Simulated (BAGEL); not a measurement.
**HF/3-21G (density fitting with cc-pvqz-jkfit) run of C2H7Ga (SMILES [CH3][GaH][CH3])**

Aim: the vertical ionisation energy of C2H7Ga at HF/3-21G (density fitting with cc-pvqz-jkfit), from 2 runs. 

The calculation is run with BAGEL 1.2.2.

7 further runs of the same task are left out: 4 that didn't finish, 3 set aside as unsound or not needed.

### 1 The structure to begin with

The species is C2H7Ga (10 atoms), meant as a singlet with charge 0. SMILES: `[CH3][GaH][CH3]`. Geometry: relaxed at PBE0-D4/def2-TZVP.

Bond lengths: C1–Ga2 1.971 Å, Ga2–C3 1.971 Å, C1–H4 1.096 Å, C1–H5 1.091 Å, C1–H6 1.092 Å, Ga2–H7 1.579 Å, C3–H8 1.096 Å, C3–H9 1.091 Å, C3–H10 1.092 Å. Some angles: C1–Ga2–C3 120.1°, C1–Ga2–H7 120.0°, C3–Ga2–H7 119.9°, Ga2–C1–H4 109.0°, Ga2–C1–H5 112.5°, Ga2–C1–H6 111.5°, Ga2–C3–H8 109.0°, Ga2–C3–H9 112.5°, Ga2–C3–H10 111.5°, H4–C1–H5 107.5°.

### 2 A single-point energy at HF/3-21G (density fitting with cc-pvqz-jkfit)

input.json reads:

```json
{ "bagel": [

{
  "title": "molecule",
  "basis": "3-21g",
  "df_basis": "cc-pvqz-jkfit",
  "angstrom": true,
  "geometry": [
    { "atom": "C", "xyz": [   -1.063400,    1.142800,   -0.711800 ] },
    { "atom": "Ga", "xyz": [    0.649000,    0.266100,   -0.281300 ] },
    { "atom": "C", "xyz": [    0.681500,   -1.321500,    0.886900 ] },
    { "atom": "H", "xyz": [   -1.533700,    0.614200,   -1.548200 ] },
    { "atom": "H", "xyz": [   -0.935400,    2.183800,   -1.011500 ] },
    { "atom": "H", "xyz": [   -1.759700,    1.095200,    0.128600 ] },
    { "atom": "H", "xyz": [    1.997300,    0.836500,   -0.872600 ] },
    { "atom": "H", "xyz": [    0.687700,   -0.994000,    1.932300 ] },
    { "atom": "H", "xyz": [    1.569300,   -1.935900,    0.730500 ] },
    { "atom": "H", "xyz": [   -0.209600,   -1.938300,    0.750100 ] }
  ]
},
{ "title": "hf" },
{ "title": "print", "file": "orbitals.molden", "orbitals": true }

]}
```

On the command line:

```
$ BAGEL_NUM_THREADS=1 BAGEL input.json > input.out
```

The program printed:

```text
* using 1 threads per process

  ===============================================================
  ===============================================================

  *** Geometry ***

  { "atom" : "C", "xyz" : [     -2.009535,      2.159579,     -1.345107 ] },
  { "atom" : "Ga", "xyz" : [      1.226432,      0.502856,     -0.531580 ] },
  { "atom" : "C", "xyz" : [      1.287848,     -2.497273,      1.675998 ] },
  { "atom" : "H", "xyz" : [     -2.898273,      1.160670,     -2.925674 ] },
  { "atom" : "H", "xyz" : [     -1.767650,      4.126784,     -1.911458 ] },
  { "atom" : "H", "xyz" : [     -3.325351,      2.069628,      0.243019 ] },
  { "atom" : "H", "xyz" : [      3.774350,      1.580756,     -1.648975 ] },
  { "atom" : "H", "xyz" : [      1.299565,     -1.878388,      3.651518 ] },
  { "atom" : "H", "xyz" : [      2.965547,     -3.658321,      1.380445 ] },
  { "atom" : "H", "xyz" : [     -0.396087,     -3.662856,      1.417484 ] },

  Number of auxiliary basis functions:      787

  Since a DF basis is specified, we compute 2- and 3-index integrals:
    o Being stored without compression. Storage requirement is 0.018 GB

  Number of basis functions:       54
  Number of electrons      :       50

    * METHOD: MOLECULE                             0.67

  *** RHF ***

  === Nuclear Repulsion ===
   182.3231572599

      * DIIS with orbital gradients will be used.

  === RHF iteration (3-21g) ===
      0      -1993.12473188          0.01989654           0.10
      1      -1993.20263528          0.00696056           0.09
      2      -1993.21481538          0.00125393           0.10
      3      -1993.21543989          0.00009894           0.11
      4      -1993.21544957          0.00001847           0.11
      5      -1993.21544980          0.00000469           0.12
      6      -1993.21544982          0.00000058           0.12
      7      -1993.21544982          0.00000013           0.13
      8      -1993.21544982          0.00000004           0.10
      9      -1993.21544982          0.00000001           0.11
     10      -1993.21544982          0.00000000           0.12
    * SCF iteration converged.

    * Permanent dipole moment:
           (    0.178722,     0.075652,    -0.078462) a.u.

    * METHOD: HF                                   1.38

    * METHOD: PRINT                                0.01

  ===============================================================
```

Run time: 2.4 s. Hardware: 1 thread of Intel Xeon Platinum 8488C (Sapphire Rapids), shared host; peak memory 0.12 GiB.

### 3 The doublet cation, same level

job.json reads:

```json
{ "bagel": [

{
  "title": "molecule",
  "basis": "3-21g",
  "df_basis": "cc-pvqz-jkfit",
  "angstrom": true,
  "geometry": [
    { "atom": "C", "xyz": [      -1.063400,       1.142800,      -0.711800 ] },
    { "atom": "Ga", "xyz": [       0.649000,       0.266100,      -0.281300 ] },
    { "atom": "C", "xyz": [       0.681500,      -1.321500,       0.886900 ] },
    { "atom": "H", "xyz": [      -1.533700,       0.614200,      -1.548200 ] },
    { "atom": "H", "xyz": [      -0.935400,       2.183800,      -1.011500 ] },
    { "atom": "H", "xyz": [      -1.759700,       1.095200,       0.128600 ] },
    { "atom": "H", "xyz": [       1.997300,       0.836500,      -0.872600 ] },
    { "atom": "H", "xyz": [       0.687700,      -0.994000,       1.932300 ] },
    { "atom": "H", "xyz": [       1.569300,      -1.935900,       0.730500 ] },
    { "atom": "H", "xyz": [      -0.209600,      -1.938300,       0.750100 ] }
  ]
},

{
  "title": "uhf",
  "charge": 1,
  "nopen": 1
},

{
  "title": "print",
  "file": "orbitals.molden",
  "orbitals": true
}

]}
```

On the command line:

```
$ BAGEL_NUM_THREADS=1 BAGEL job.json > job.out
```

The program printed:

```text
* using 1 threads per process

  ===============================================================
  ===============================================================

  *** Geometry ***

  { "atom" : "C", "xyz" : [     -2.009535,      2.159579,     -1.345107 ] },
  { "atom" : "Ga", "xyz" : [      1.226432,      0.502856,     -0.531580 ] },
  { "atom" : "C", "xyz" : [      1.287848,     -2.497273,      1.675998 ] },
  { "atom" : "H", "xyz" : [     -2.898273,      1.160670,     -2.925674 ] },
  { "atom" : "H", "xyz" : [     -1.767650,      4.126784,     -1.911458 ] },
  { "atom" : "H", "xyz" : [     -3.325351,      2.069628,      0.243019 ] },
  { "atom" : "H", "xyz" : [      3.774350,      1.580756,     -1.648975 ] },
  { "atom" : "H", "xyz" : [      1.299565,     -1.878388,      3.651518 ] },
  { "atom" : "H", "xyz" : [      2.965547,     -3.658321,      1.380445 ] },
  { "atom" : "H", "xyz" : [     -0.396087,     -3.662856,      1.417484 ] },

  Number of auxiliary basis functions:      787

  Since a DF basis is specified, we compute 2- and 3-index integrals:
    o Being stored without compression. Storage requirement is 0.018 GB

  Number of basis functions:       54
  Number of electrons      :       50

    * METHOD: MOLECULE                             0.59

  *** Open-shell HF ***

  === Nuclear Repulsion ===
   182.3231572599

      * DIIS with orbital gradients will be used.

  === UHF iteration (3-21g) ===
      0      -1992.76231719          0.03290679           0.18
      1      -1992.84406540          0.01229960           0.18
      2      -1992.85614933          0.00583458           0.16
      3      -1992.85903366          0.00153751           0.21
      4      -1992.86028598          0.00079430           0.27
      5      -1992.86070186          0.00019480           0.16
      6      -1992.86073426          0.00004883           0.16
      7      -1992.86074078          0.00001501           0.16
      8      -1992.86074267          0.00000734           0.16
      9      -1992.86074314          0.00000270           0.21
     10      -1992.86074319          0.00000150           0.21
     11      -1992.86074320          0.00000168           0.16
     12      -1992.86074319          0.00000166           0.16
     13      -1992.86074319          0.00000163           0.16
     14      -1992.86074320          0.00000164           0.24
     15      -1992.86074319          0.00000164           0.20
     16      -1992.86074319          0.00000162           0.19
     17      -1992.86074319          0.00000159           0.16
     18      -1992.86074320          0.00000165           0.16
     19      -1992.86074319          0.00000134           0.16
     20      -1992.86074319          0.00000086           0.16
     21      -1992.86074319          0.00000046           0.17
     22      -1992.86074319          0.00000013           0.17
     23      -1992.86074319          0.00000006           0.18
     24      -1992.86074319          0.00000003           0.17
     25      -1992.86074319          0.00000001           0.17
    * SCF iteration converged.

    * S^2 (UHF) is 0.7855

    * Permanent dipole moment:
           (   -0.626230,    -0.264821,     0.274436) a.u.

    * METHOD: UHF                                  4.86

    * METHOD: PRINT                                0.01

  ===============================================================
```

It took 5.7 s on 1 thread of Intel Xeon Platinum 8488C (Sapphire Rapids), shared host; peak memory 0.12 GiB.

### 4 What came out

Level: HF/3-21G (density fitting with cc-pvqz-jkfit).

```
                                          quantity           value
                      singlet C2H7Ga: total energy  -1993.21545 Eh
                     singlet C2H7Ga: dipole moment          0.53 D
                       singlet C2H7Ga: HOMO energy       -10.40 eV
                       singlet C2H7Ga: LUMO energy         1.86 eV
                     singlet C2H7Ga: HOMO–LUMO gap        12.26 eV
                      doublet cation: total energy  -1992.86074 Eh
                              doublet cation: ⟨S²⟩           0.785
vertical ionisation energy (to the doublet cation)        9.652 eV
```

**Reading.** Removing an electron at fixed nuclei costs 9.65 eV (931 kJ/mol). −ε(HOMO) before ionisation, 10.40 eV, is 0.75 eV above this ionisation energy.
